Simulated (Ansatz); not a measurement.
**C2H7NSi: basis-set convergence**

An exercise on one series of results from a longer session: the logs are not shown, and one member is left open.

The runs use Ansatz 0.2.0, Gaussian basis; one geometry, several basis sets.

The runs, in order: PBE0-D4/def2-SVP; ωB97M-V/def2-SVP; PBE0-D4/def2-QZVPP; ωB97M-V/def2-QZVPP; the functionals' def2-TZVPP values are taken from earlier runs.

### The geometry

All runs share one geometry, relaxed beforehand with PBE0-D4 in a triple-zeta def2 set.

11 atoms, charge 0, spin multiplicity 1.

Atoms are counted from 1 here; the program's logs count them from 0.

Bond lengths: C1–C2 1.330 Å, C1–H5 1.087 Å, C1–H6 1.087 Å, C2–Si3 1.865 Å, C2–H7 1.091 Å, Si3–N4 1.715 Å, Si3–H8 1.488 Å, Si3–H9 1.488 Å, N4–H10 1.006 Å, N4–H11 1.006 Å. Angles: C2–C1–H5 122.6°, C2–C1–H6 121.2°, H5–C1–H6 116.2°, C1–C2–Si3 123.1°, C1–C2–H7 118.1°, Si3–C2–H7 118.8°, C2–Si3–N4 114.9°, C2–Si3–H8 108.4°, C2–Si3–H9 108.4°, N4–Si3–H8 107.9°, N4–Si3–H9 108.0°, H8–Si3–H9 109.2°, Si3–N4–H10 121.5°, Si3–N4–H11 121.5°, H10–N4–H11 111.7°.

The first run:

in.yaml

```yaml
crystal:
  periodic: [false, false, false]
  atoms:
    - {symbol: C, position_ang: [-0.676080, 1.337045, -0.944954]}
    - {symbol: C, position_ang: [0.089257, 1.208594, 0.135128]}
    - {symbol: Si, position_ang: [0.596485, -0.444526, 0.832590]}
    - {symbol: N, position_ang: [0.002894, -1.803652, -0.028574]}
    - {symbol: H, position_ang: [-0.967056, 2.304646, -1.344690]}
    - {symbol: H, position_ang: [-1.046797, 0.465621, -1.479118]}
    - {symbol: H, position_ang: [0.433029, 2.116651, 0.631586]}
    - {symbol: H, position_ang: [0.099462, -0.536598, 2.232584]}
    - {symbol: H, position_ang: [2.083196, -0.516660, 0.835985]}
    - {symbol: H, position_ang: [0.404858, -2.085973, -0.906294]}
    - {symbol: H, position_ang: [-0.953847, -2.102148, 0.056259]}
basis:
  gaussian: {orbitals: def2-SVP}
hamiltonian: {xc: pbe0, dispersion: d4}
output: {orbitals: {seedname: orbitals}}
```

Steps of the session up to this table: PBE0-D4 in def2-SVP; ωB97M-V in def2-SVP; PBE0-D4 in def2-QZVPP; ωB97M-V in def2-QZVPP.

One of the session's tables, all rows but one given; the rest of the session is left out.

It belongs to the step «Functionals by basis». 

| functional | basis | HOMO (eV) | LUMO (eV) |
| --- | --- | --- | --- |
| PBE0-D4 | def2-SVP | ? | ? |
| PBE0-D4 | def2-TZVPP | -7.36 | -0.23 |
| PBE0-D4 | def2-QZVPP | -7.40 | -0.30 |
| ωB97M-V | def2-SVP | -9.51 | 2.21 |
| ωB97M-V | def2-TZVPP | -9.72 | 1.87 |
| ωB97M-V | def2-QZVPP | -9.76 | 1.55 |

Q: Estimate the row for PBE0-D4, def2-SVP from the others.

As computed: HOMO (eV): -7.16; LUMO (eV): 0.00. In the column «HOMO (eV)» it is the highest.
